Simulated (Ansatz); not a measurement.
**C₂H₅GeSi radical: how energies converge with the basis set**

One table from this session's results is given with a row withheld; the runs are named, their logs left out.

Computed with Ansatz 0.2.0, Gaussian basis. Level: one geometry, several basis sets.

Plan: PBE0-D4/def2-SVP; ωB97M-V/def2-SVP; PBE0-D4/def2-QZVPP; ωB97M-V/def2-QZVPP; the functionals' def2-TZVPP values are taken from earlier runs.

## The relaxed structure

The geometry comes from an earlier relaxation with PBE0-D4 in a triple-zeta def2 set; it is a stationary point, not always the lowest conformer.

SMILES `[SiH2]C#[C][GeH3]`, 9 atoms, charge 0, spin multiplicity 2.

Atoms are counted from 1 here; the program's logs count them from 0.

Bond lengths: Si1–C2 1.801 Å, Si1–H5 1.484 Å, Si1–H6 1.484 Å, C2–C3 1.218 Å, C3–Ge4 1.901 Å, Ge4–H7 1.533 Å, Ge4–H8 1.533 Å, Ge4–H9 1.533 Å. Angles: C2–Si1–H5 111.7°, C2–Si1–H6 111.7°, H5–Si1–H6 112.4°, Si1–C2–C3 174.8°, C2–C3–Ge4 179.2°, C3–Ge4–H7 108.6°, C3–Ge4–H8 108.5°, C3–Ge4–H9 108.5°, H7–Ge4–H8 110.3°, H7–Ge4–H9 110.3°, H8–Ge4–H9 110.5°.

The first run:

in.yaml

```yaml
crystal:
  periodic: [false, false, false]
  atoms:
    - {symbol: Si, position_ang: [0.082094, 2.336532, -1.455874]}
    - {symbol: C, position_ang: [0.032422, 0.807034, -0.505519]}
    - {symbol: C, position_ang: [0.108456, -0.236482, 0.118533]}
    - {symbol: Ge, position_ang: [0.202093, -1.863527, 1.097113]}
    - {symbol: H, position_ang: [-0.734530, 2.241754, -2.691146]}
    - {symbol: H, position_ang: [-0.281929, 3.510563, -0.624708]}
    - {symbol: H, position_ang: [1.629303, -2.414551, 0.994559]}
    - {symbol: H, position_ang: [-0.796592, -2.855513, 0.490478]}
    - {symbol: H, position_ang: [-0.152817, -1.572109, 2.559464]}
basis:
  gaussian: {orbitals: def2-SVP}
magnetization: {spin_polarized: true, initial_magnetization: 1}
hamiltonian: {xc: pbe0, dispersion: d4}
output: {orbitals: {seedname: orbitals}}
```

On the command line:

```console
> ansatz run in.yaml --threads 4 --pin off --events-out ev --progress --plain --max-ram 10444MiB
```

Steps of the session up to this table: PBE0-D4 in def2-SVP; ωB97M-V in def2-SVP; PBE0-D4 in def2-QZVPP; ωB97M-V in def2-QZVPP.

One of the session's tables, all rows but one given; the rest of the session is left out.

It belongs to the step «Functionals by basis». 

```
functional       basis  HOMO (eV)  LUMO (eV)
   PBE0-D4    def2-SVP      -6.10      -2.66
   PBE0-D4  def2-TZVPP      -6.12      -2.69
   PBE0-D4  def2-QZVPP      -6.13      -2.70
   ωB97M-V    def2-SVP      -7.76      -0.96
   ωB97M-V  def2-TZVPP          ?          ?
   ωB97M-V  def2-QZVPP      -7.83      -1.10
```

Estimate the missing values for ωB97M-V, def2-TZVPP.

As computed: HOMO (eV): -7.82; LUMO (eV): -1.06. In the column «HOMO (eV)» it lies between ωB97M-V, def2-QZVPP (-7.83) and ωB97M-V, def2-SVP (-7.76).
